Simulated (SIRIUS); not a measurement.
# MoS2: single point with PBEsol

The system is MoS2.

```
Mo S
1.0
     3.22746    0.00000    0.00000
    -1.61373    2.79507    0.00000
     0.00000    0.00000    6.31247
Mo S
1 2
Direct
  0.00000 0.00000 0.50000
  0.66667 0.33333 0.74468
  0.33333 0.66667 0.25532
```

Measurements of this composition are mostly on another form, of space group No. 194.

```
Program                                     : SIRIUS 7.10.0
Task                                        : single point
Functional                                  : PBEsol
Potentials or basis                         : PseudoDojo 0.4.1 PBEsol standard (scalar relativistic)
Cutoff                                      : 1102 eV
Density cutoff                              : 4408 eV
k mesh                                      : 9 × 9 × 4
Occupations                                 : fermi-dirac, width 0.05 eV
Spin                                        : no spin polarisation
Libxc names                                 : ["XC_GGA_X_PBE_SOL", "XC_GGA_C_PBE_SOL"]
Energy tol                                  : 1e-08 Ha
Density tol                                 : 1e-06
Mixer                                       : anderson
Mixing beta                                 : 0.7
Max scf                                     : 100
Radial cutoff for the potentials' integrals : 6.5 bohr
```

```json
{
  "Pressure": "-3.4 GPa",
  "Largest force": "0.027 eV/Å",
  "Band gap on the k mesh": "none (metal or under the smearing width)"
}
```

Forces in eV/Å, atoms in the order of the input:
```
Mo   0.000  0.000  0.000
S    0.000  0.000  0.027
S    0.000  0.000 -0.027
```

Stress tensor (GPa, compression positive):
```
-4.62  0.00  0.00
 0.00 -4.62  0.00
 0.00  0.00 -0.91
```

Run time: 2.1 min on 1 thread of Arm Neoverse V2, with other jobs on the host, peak memory 0.65 GiB.

Caveat: this functional lacks dispersion, which binds the layers, so the pressure and a relaxed spacing across them are unreliable.
